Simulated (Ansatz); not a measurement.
**WNCl3 (WNCl₃): an energy map over bond length W1–Cl3 and angle Cl3–W1–N2**

How does the energy of WNCl3 (Cl₃NW) change over two coordinates at once? A grid of runs gives the map.

Program: Ansatz 0.2.0. Level of theory: RKS PBE0-D4/def2-SVP. These are calculated values, not measurements.

**1. The starting structure**

5 atoms, charge 0, spin multiplicity 1.

Atoms are counted from 1 here; the program's logs count them from 0.

Bond lengths: W1–N2 1.677 Å, W1–Cl3 2.278 Å, W1–Cl4 2.277 Å, W1–Cl5 2.277 Å. Angles: N2–W1–Cl3 104.3°, N2–W1–Cl4 104.3°, N2–W1–Cl5 104.3°, Cl3–W1–Cl4 114.1°, Cl3–W1–Cl5 114.1°, Cl4–W1–Cl5 114.1°.

As a file:

```xyz
5
charge 0, multiplicity 1
W    -0.0001   -0.0002    0.0021
N     0.0078   -0.0137    1.6791
Cl    2.2044    0.0092   -0.5702
Cl   -1.1098    1.9134   -0.5398
Cl   -1.1022   -1.9087   -0.5712
```

This geometry comes from a loose relaxation at PBE in a small basis, which is not shown.

**3. Setting up the map**

The axes are (1) bond length W1–Cl3: 9 values from 1.993 to 2.831 Å; (2) angle Cl3–W1–N2: 9 values from 69.4 to 139.4 °.

Nothing else is relaxed (all other coordinates rigid). Energies count from the relaxed molecule at the same level. Points are written as (first, second).

(The set-up runs are not shown.)

**4. Point (2.831 Å, 95.6°)**

Contents of input.yaml:

```yaml
crystal:
  periodic: [false, false, false]
  atoms:
    - { symbol: W, position_ang: [0.000103, -6.0e-05, 0.007351] }
    - { symbol: "N", position_ang: [0.007468, -0.013604, 1.659114] }
    - { symbol: Cl, position_ang: [2.816326, 0.008, -0.281409] }
    - { symbol: Cl, position_ang: [-1.103213, 1.901837, -0.534998] }
    - { symbol: Cl, position_ang: [-1.095527, -1.89723, -0.566235] }
basis:
  gaussian: { orbitals: def2-SVP }
hamiltonian:
  xc: pbe0
  dispersion: d4
output:
  forces: true
```

Launch:

```
ansatz run input.yaml --threads 1 --pin off --max-ram 2560MiB --backend cpu --events-out ev --progress --plain --runs-dir out
```

Further runs follow: all other points of the grid.

**Question.** What will these runs give? Wanted: lowest point; highest computed point; largest force on an atom.

**Answer**, as computed:

```
                       quantity                                                                          value
                   lowest point                                                  (2.307 Å, 104.4°), 1.5 kJ/mol
         highest computed point                                  (1.993 Å, 69.4°), 372 kJ/mol above the lowest
largest force on an atom (eV/Å)  0.7 at (2.307 Å, 104.4°) to 14.9 at (1.993 Å, 69.4°); 0.7 at the lowest point
        time for the whole task                                                 8 min on 1 thread, shared host
```

The lowest computed point is at (2.307 Å, 104.4°), 1.5 kJ/mol from the relaxed molecule at the same level. The grid is coarse, so the true minimum lies between grid points and may sit elsewhere than the lowest one. No other kind of well shows on this grid. The highest computed point, (1.993 Å, 69.4°), lies 372 kJ/mol above the lowest. Round the minimum the two coordinates are nearly uncoupled.
